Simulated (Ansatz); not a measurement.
**Cl3H2NSi: molecular dynamics**

Purpose: to follow the molecule's vibrations and see whether its bonds hold. The start is relaxed first. Runs: 300 steps of 1 fs under a Nosé-Hoover thermostat at 1500 K. SMILES of the start: N[Si](Cl)(Cl)Cl.

All numbers below are computed with Ansatz 0.2.0 (RKS PBE-D4/6-31G).

**1. The starting structure**

Bond lengths: Si1–N2 1.820 Å, N2–H3 1.060 Å, N2–H4 1.060 Å, Si1–Cl5 2.130 Å, Si1–Cl6 2.128 Å, Si1–Cl7 2.128 Å. Angles: Si1–N2–H3 120.0°, Si1–N2–H4 120.0°, H3–N2–H4 120.0°, N2–Si1–Cl5 109.4°, N2–Si1–Cl6 109.5°, N2–Si1–Cl7 109.5°, Cl5–Si1–Cl6 109.5°, Cl5–Si1–Cl7 109.5°, Cl6–Si1–Cl7 109.5°.

Structure file:

```xyz
7

Si    0.0000    0.0000    0.0000
N     0.0000    0.0000    1.8200
H    -0.8770   -0.2713    2.3500
H     0.8770    0.2713    2.3500
Cl    2.0086    0.0000   -0.7093
Cl   -1.0032    1.7381   -0.7093
Cl   -1.0032   -1.7381   -0.7093
```

**2. Preparing the start**

File input.yaml:

```yaml
crystal:
  periodic: [false, false, false]
  atoms:
    - { symbol: Si, position_ang: [0.0, 0.0, 0.0] }
    - { symbol: "N", position_ang: [0.0, 0.0, 1.82] }
    - { symbol: H, position_ang: [-0.877, -0.2713, 2.35] }
    - { symbol: H, position_ang: [0.877, 0.2713, 2.35] }
    - { symbol: Cl, position_ang: [2.0086, 0.0, -0.7093] }
    - { symbol: Cl, position_ang: [-1.0032, 1.7381, -0.7093] }
    - { symbol: Cl, position_ang: [-1.0032, -1.7381, -0.7093] }
basis:
  gaussian: { orbitals: "6-31G" }
hamiltonian:
  xc: pbe
  dispersion: d4
relax:
  f_tol: 0.02
  max_steps: 40
```

On the command line:

```sh
> ansatz run input.yaml --threads 1 --pin off --max-ram 2048MiB --backend cpu --events-out ev --progress --plain --runs-dir out
```

Further steps of the session: Dynamics.

What does the calculation give? Wanted: relaxation of the start; temperature, first and last step; temperature, second half; potential energy, second half; largest change of the conserved energy; bonds formed or broken.

**Answer**, as computed:

```
                              quantity                            value
               relaxation of the start          8 moves, 0.242 eV lower
                                length                300 steps of 1 fs
      temperature, first and last step                  1500 and 1610 K
              temperature, second half  mean 1496 K, from 588 to 2587 K
         potential energy, second half     +128 meV/atom from the start
largest change of the conserved energy                    2.76 meV/atom
                bonds formed or broken                                0
```

What this shows: Against a set 1500 K the second half averages 1496 K with a spread of 447 K. The conserved energy strays from its start by at most 2.76 meV/atom, 2.5 % of the mean kinetic energy, fair for a step of 1 fs. The bonds all hold. 300 fs on 7 atoms is far too short and small for converged averages. The nuclei move classically, without zero-point motion, which matters most for hydrogen. In so small a basis the energies are only a sketch.
